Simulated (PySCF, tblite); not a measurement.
# C₇H₅O₃ radical: geometry, infrared bands and EPR parameters

Aim: predict the infrared bands and EPR parameters of C₇H₅O₃ radical (`CC(=O)c1[c]cc(=O)oc1`).

The runs use tblite 0.8.0 and PySCF 2.14.0, with density-fitted response routines of our own; the level of theory stands in each step. All values are computed, except where a source is named. Atoms count from 0, in the outputs and in this text.

## (1) The starting structure

15 atoms, charge 0, multiplicity 2; geometry from: force field or distance geometry start.

Bonds of the start (Å): C0–C1 1.47, C1–O2 1.28, C1–C3 1.46, C3–C4 1.37, C4–C5 1.38, C5–C6 1.39, C6–O7 1.27, C6–O8 1.32, O8–C9 1.32, C9–C3 1.40, C0–H10 1.11, C0–H11 1.11, C0–H12 1.12, C5–H13 1.10, C9–H14 1.07.

## (2) Geometry optimisation with GFN2-xTB

Job settings and geometry (Å):

```
{"job": {"kind": "relax", "xc": "GFN2-xTB", "basis": "xTB"}, "charge": 0, "multiplicity": 2}
C     -2.327000     1.084700    -0.213000
C     -1.560600    -0.094700     0.225300
O     -2.217400    -1.058200     0.753000
C     -0.105400    -0.186600     0.097000
C      0.671600     0.805400    -0.435100
C      2.028800     0.567800    -0.498600
C      2.557800    -0.628600    -0.015800
O      3.800700    -0.875400    -0.042100
O      1.776800    -1.556200     0.501700
C      0.467900    -1.373700     0.577600
H     -2.761500     1.639400     0.645100
H     -1.707800     1.725700    -0.873800
H     -3.211700     0.792800    -0.828100
H      2.704700     1.328300    -0.924100
H     -0.121400    -2.162500     1.008800
```

Launch:

```console
OMP_NUM_THREADS=1 python probes_run.py task.json out
```

One launch serves the whole session: the jobs run in the order shown.

**Question.** This job is followed by: GFN2-xTB harmonic vibrations, gas phase; UKS B3LYP, pcH-1 on C H O, non-relativistic, mean-field spin-orbit, GIAO. What will the session give for the following? strongest single infrared mode (GFN2-xTB); zero-point energy (GFN2-xTB); g(iso) (B3LYP); ⟨S²⟩; largest a(iso) (averaged by class); potential on the surface of density 0.002 e/bohr³, 1st and 99th percentile.

**Answer**, as computed:

```
                                                                  quantity                  value
                                 strongest single infrared mode (GFN2-xTB)  1750 cm⁻¹, 473 km/mol
                                              zero-point energy (GFN2-xTB)          63.2 kcal/mol
                                                            g(iso) (B3LYP)                2.00252
                                                                      ⟨S²⟩     0.758 (exact 0.75)
                                        largest a(iso) (averaged by class)   13C on C4, 388.9 MHz
potential on the surface of density 0.002 e/bohr³, 1st and 99th percentile     -1.54 V and 1.38 V
```

What this shows: Relaxing lowered the energy by 0.760 eV in 127 steps; the close pair that moved most is C5–C6, from 1.394 to 1.468 Å. All 39 modes are real, so the xTB geometry is a minimum. The strongest single mode, at 1750 cm⁻¹, moves mainly C1 and O2. GFN2-xTB is a fitted tight-binding method: band positions and strengths are rough. Its intensities can rank the bands wrongly. Most of the unpaired spin sits on C4 (0.96 e). The isotropic g lies 0.2 ppt above the free-electron value. The conformer search found further structures of the same energy, which may be mirror or relabelled copies of this one.
